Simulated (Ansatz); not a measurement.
# Ni3GeC: single point with PBE

Crystal: Ni3GeC.

```
Ge Ni C
1.0
     3.80871    0.00000    0.00000
     0.00000    3.80871    0.00000
     0.00000    0.00000    3.80871
Ge Ni C
1 3 1
Direct
  0.01295 0.00077 0.99214
  0.50410 0.00044 0.49617
  0.48684 0.50683 0.00462
  0.99991 0.49171 0.49156
  0.49650 0.49074 0.50670
```

The cell comes from a database or a generator and needn't be the stable form of this composition.

The cell isn't the ideal one: atoms moved at random, drawn with an rms of 0.05 Å.

```
Program             : Ansatz 0.2.0
Task                : single point
Functional          : PBE
Potentials or basis : Ansatz PAW
Cutoff              : 420 eV (not typed: the program's choice for these potentials)
k mesh              : 7 × 7 × 7
Occupations         : fermi-dirac, width 0.05 eV
Spin                : collinear spin, ferromagnetic start
Starting moments    : [0.0, 1.0, 1.0, 1.0, 0.0] μB
```

```yaml
Pressure: 0.9 GPa
Largest_force: 0.498 eV/Å
Band_gap_on_the_k_mesh: none (metal or under the smearing width)
Net_moment: 0.00 μB per cell
Absolute_moment: 0.00 μB per cell
```

Forces on the atoms (eV/Å):
```
Ge  -0.174 -0.054  0.082
Ni   0.120 -0.453  0.030
Ni   0.020  0.087 -0.042
Ni  -0.208 -0.009  0.007
C    0.241  0.429 -0.076
```

Stress tensor (GPa, compression positive):
```
 0.84  0.00 -0.19
 0.00  1.03  0.16
-0.19  0.16  0.70
```

Levels at points of the mesh, in eV from the Fermi level:
Spin up:
| k point | band 34 | band 35 | band 36 | band 37 | band 38 | band 39 |
| --- | --- | --- | --- | --- | --- | --- |
| (0.00, 0.00, 0.00) | -0.92 | -0.91 | -0.66 | 0.52 | 1.51 | 1.53 |
Spin down:
```csv
k point,band 32,band 33,band 34,band 35,band 36,band 37,band 38,band 39,band 40,band 41
"(0.00, 0.00, 0.00)",-1.60,-0.93,-0.92,-0.91,-0.66,0.52,1.51,1.53,1.54,4.68
```

Run time: 2.5 min on 2 threads of Intel(R) Xeon(R) Processor @ 2.50GHz (Skylake/Cascade Lake), with other jobs on the host, peak memory 0.87 GiB.

Caveat: the starting moments weren't kept.
